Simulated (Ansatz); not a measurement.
# Ta2O5: the cost of one run

Program: Ansatz 0.2.0. Level of theory: DFT r2SCAN, scalar-relativistic, plane waves, PAW. These are calculated values, not measurements.

**1. The starting structure**

Symmetry: C2, No. 5, monoclinic system. The conventional cell has a = 6.028 Å, b = 5.129 Å, c = 5.768 Å, α = 90.00°, β = 118.22°, γ = 90.00°. Ta (site symmetry 1) is surrounded by 7 O at 1.89 to 2.35 Å. O (site symmetry 1) is surrounded by 2 Ta at 1.92 to 2.05 Å. Around O (site symmetry 1) lie 2 Ta at 1.89 to 1.99 Å. Around O (site symmetry 2) lie 4 Ta at 2.14 to 2.35 Å.

Structure file:

```cif
data_structure
_symmetry_space_group_name_H-M 'C2'
_symmetry_Int_Tables_number 5
_cell_length_a 6.0281
_cell_length_b 5.1293
_cell_length_c 5.7676
_cell_angle_alpha 90.000
_cell_angle_beta 118.217
_cell_angle_gamma 90.000
_cell_volume 157.14
loop_
_atom_site_label
_atom_site_type_symbol
_atom_site_symmetry_multiplicity
_atom_site_Wyckoff_symbol
_atom_site_fract_x
_atom_site_fract_y
_atom_site_fract_z
_atom_site_occupancy
Ta1 Ta 4 c 0.69067 0.46236 0.29378 1
O1 O 4 c 0.92494 0.29186 0.64782 1
O2 O 4 c 0.67513 0.43870 0.95965 1
O3 O 2 b 0.00000 0.72317 0.50000 1
```

It goes back to an entry of the Materials Project, which need not be the stable form.

It is the result of an earlier relaxation at this level (volume 11.22 Å³/atom; gap on the mesh: 2.87 eV).

**2. The reference cell**

The reference gives a free energy of -22737.2937 eV, pressure 0.00 GPa, largest force 0.001 eV/Å and gap on the mesh 2.87 eV. It was computed beforehand with the settings of the runs below.

**3. The scan: shifting one sublattice**

Every O atom is moved by x along the Cartesian unit vector (0.753, 0.000, -0.658); the cell and all other atoms stay fixed. Forces below are components along that vector, summed over the moved atoms.

**4. x = -0.300 Å**

Contents of input.yaml:

```yaml
crystal:
  lattice:
    - [3.0140615553, -2.564649716, 0.0080547645]
    - [3.0140615553, 2.564649716, 0.0080547645]
    - [-2.7406136253, 0.0, 5.0749196123]
  atoms:
    - { symbol: Ta, position: [0.2283136835, 0.153034441, 0.2937755656] }
    - { symbol: Ta, position: [0.846965559, 0.7716863165, 0.7062244344] }
    - { symbol: O, position: [0.6133092704, 0.1970209201, 0.6867689461] }
    - { symbol: O, position: [0.2166531941, 0.0940476857, 0.9986001021] }
    - { symbol: O, position: [0.2570493357, 0.7033975381, 0.5389481896] }
    - { symbol: O, position: [0.8663991881, 0.7437936797, 0.0792962771] }
    - { symbol: O, position: [0.7634259537, 0.3471376034, 0.3911274331] }
basis:
  ecutwfc: 500
kpoints:
  mp_grid: { grid: [6, 6, 6] }
hamiltonian:
  xc: r2scan
scf:
  occupations: { method: gaussian, width: 0.05 }
output:
  forces: true
  stress: true
  eigenvalues: true
```

Run with:

```sh
> ansatz run input.yaml --threads 2 --pin off --max-ram 5120MiB --backend cpu --events-out ev --progress --plain --runs-dir out
```

**Question.** How long does this run take on 2 threads of Intel Xeon 6975P-C (Granite Rapids), shared host, and how much memory does it need?

About 13 s, with a peak of 0.69 GiB.
